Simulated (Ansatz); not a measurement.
# Pd: a single-point run

Wanted: a converged single-point run for Pd, and a check of what comes out.

Method: DFT, r2SCAN, PAW with Ansatz's default frozen-core files, scalar-relativistic, in Ansatz 0.2.0.

### 1 The system as given

Symmetry: Im-3m, No. 229, cubic system. The conventional cell has a = 3.145 Å, b = 3.145 Å, c = 3.145 Å, α = 90.00°, β = 90.00°, γ = 90.00°. Around Pd (site symmetry m-3m) lie 8 Pd at 2.72 Å.

As a file:

```xyz
1
Lattice="-1.5723 1.5723 1.5723 1.5723 -1.5723 1.5723 1.5723 1.5723 -1.5723" Properties=species:S:1:pos:R:3 pbc="T T T"
Pd    0.0000    0.0000    0.0000
```

### 2 The run

Contents of input.yaml:

```yaml
crystal:
  lattice:
    - [-1.572281, 1.572281, 1.572281]
    - [1.572281, -1.572281, 1.572281]
    - [1.572281, 1.572281, -1.572281]
  atoms:
    - { symbol: Pd, position: [0.0, 0.0, 0.0], spin: 0.37 }
magnetization:
  spin_polarized: true
  initial_magnetization: 0.37
  spin_locking: { lock_magnetization: hard }
kpoints:
  mp_grid: { grid: [13, 13, 13] }
scf:
  occupations: { method: fixed }
  max_iter: 60
  lower_state_search: "off"
hamiltonian:
  xc: r2scan
  pseudopotentials: { kind: paw }
output:
  forces: true
  stress: true
  eigenvalues: true
```

Command:

```bash
$ ansatz run input.yaml --threads 1 --pin off --max-ram 3072MiB --backend cpu --events-out ev --progress --plain --runs-dir out
```

**Question.** How will this run end, and is anything wrong with its input?

The run ended at the input check. The line that matters: «inconsistent input (scf.occupations.method, magnetization.initial_magnetization): a σ = 0 step fill (method: fixed ...»

The suspect setting: magnetization.initial_magnetization is 0.37; scf.occupations.method is fixed. Integer fillings are wrong where bands cross the Fermi level, and an odd count or a moment must be fixed by hand.

The cure: set magnetization.initial_magnetization to 0.05 and scf.occupations.method to fermi_dirac.
